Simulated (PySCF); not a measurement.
**How the numerical set-up moves the result for MgGe (triplet)**

Aim: see how much the energy and properties of MgGe (triplet) depend on the numerical set-up.

Computed with PySCF 2.14.0. Level: method and basis as typed in the scripts.

3 further runs of the same task are left out: 3 that didn't finish.

## 1. Where the work starts

MgGe (triplet): 2 atoms, charge 0, spin multiplicity 3.

Bond lengths: Mg1–Ge2 2.515 Å.

## 2. Base script

input.py

```python
from pyscf import gto, scf
from pyscf.hessian import thermo

mol = gto.M(
    atom='Mg 0 0 0; Ge 0 0 2.515',
    basis='sto-3g',
    charge=0,
    spin=2,
    verbose=3,
)
mf = scf.UHF(mol)
mf = mf.newton()
mf.kernel()
hess = mf.Hessian().kernel()
print('wavenumber (cm^-1) =', thermo.harmonic_analysis(mol, hess)['freq_wavenumber'].round(1))
mf.dip_moment()
print('orbital energies (hartree):', [e[max(0, n-3):n+3].round(4) for e, n in zip(mf.mo_energy, mol.nelec)])
```

Run with:

```console
$ OMP_NUM_THREADS=1 python input.py
```

The log of this run is left out.

In short: E(SCF) = -2248.731974 Eh, ⟨S²⟩ = 2.602, μ = 5.75 D, wavenumbers 313 cm⁻¹.

⟨S²⟩ = 2.60 against 2.00 for a pure state: the determinant is spin-contaminated. The bond length is a typed value, not an optimised one, so the wavenumber is not that of the minimum. The triplet is typed in the script; nothing here shows that it is the ground state.

## 3. X2c-svpall (X2C on)

Variant 1 changes basis set: sto-3g → x2c-svpall; spin-free X2C: off → on.

input.py

```python
from pyscf import gto, scf
from pyscf.hessian import thermo

mol = gto.M(
    atom='Mg 0 0 0; Ge 0 0 2.515',
    basis='x2c-svpall',
    charge=0,
    spin=2,
    verbose=3,
)
mf = scf.UHF(mol)
mf = mf.sfx2c1e()
mf = mf.newton()
mf.kernel()
hess = mf.Hessian().kernel()
print('wavenumber (cm^-1) =', thermo.harmonic_analysis(mol, hess)['freq_wavenumber'].round(1))
mf.dip_moment()
print('orbital energies (hartree):', [e[max(0, n-3):n+3].round(4) for e, n in zip(mf.mo_energy, mol.nelec)])
```

Run with:

```console
$ OMP_NUM_THREADS=1 python input.py
```

## 4. Def2-svp

Variant 2 changes basis set: sto-3g → def2-svp.

input.py, as its differences from that of step 2:

```diff
@@ -5,3 +5,3 @@
     atom='Mg 0 0 0; Ge 0 0 2.515',
-    basis='sto-3g',
+    basis='def2-svp',
     charge=0,
```

## 5. Def2-svpd

Variant 3 changes basis set: sto-3g → def2-svpd.

input.py, as its differences from that of step 2:

```diff
@@ -5,3 +5,3 @@
     atom='Mg 0 0 0; Ge 0 0 2.515',
-    basis='sto-3g',
+    basis='def2-svpd',
     charge=0,
```

## 6. 6-31g

Variant 4 changes basis set: sto-3g → 6-31g.

input.py, as its differences from that of step 2:

```diff
@@ -5,3 +5,3 @@
     atom='Mg 0 0 0; Ge 0 0 2.515',
-    basis='sto-3g',
+    basis='6-31g',
     charge=0,
```

What does the calculation give? Wanted: for each run, E(SCF); from base; gap, α spin; SCF dipole; after the SCF.

The runs gave:

| run | E(SCF) (hartree) | from base (eV) | gap, α spin (eV) | SCF dipole (D) | functions | after the SCF |
| --- | --- | --- | --- | --- | --- | --- |
| base | -2248.731974 | 0 | 10.47 | 5.75 | 27 | highest mode 313 cm⁻¹ |
| x2c-svpall (X2C on) | -2296.554357 | not comparable | 7.60 | 2.68 | 50 | highest mode 307 cm⁻¹ |
| def2-svp | -2274.615347 | -704.3225 | 7.65 | 2.68 | 50 | highest mode 312 cm⁻¹ |
| def2-svpd | -2274.616124 | -704.3436 | 7.56 | 2.66 | 59 | highest mode 312 cm⁻¹ |
| 6-31g | -2274.599878 | -703.9015 | 7.56 | 3.12 | 40 | highest mode 319 cm⁻¹ |

What this shows: The largest comparable shift of the SCF energy, -704.344 eV, comes with the run “def2-svpd”. def2-svp (50 functions) gives an energy 704.32 eV lower than sto-3g (27). def2-svpd (59 functions) gives an energy 704.34 eV lower than sto-3g (27). 6-31g (40 functions) gives an energy 703.90 eV lower than sto-3g (27). The dearest run is “6-31g”, at 18 s against 3.4 s.
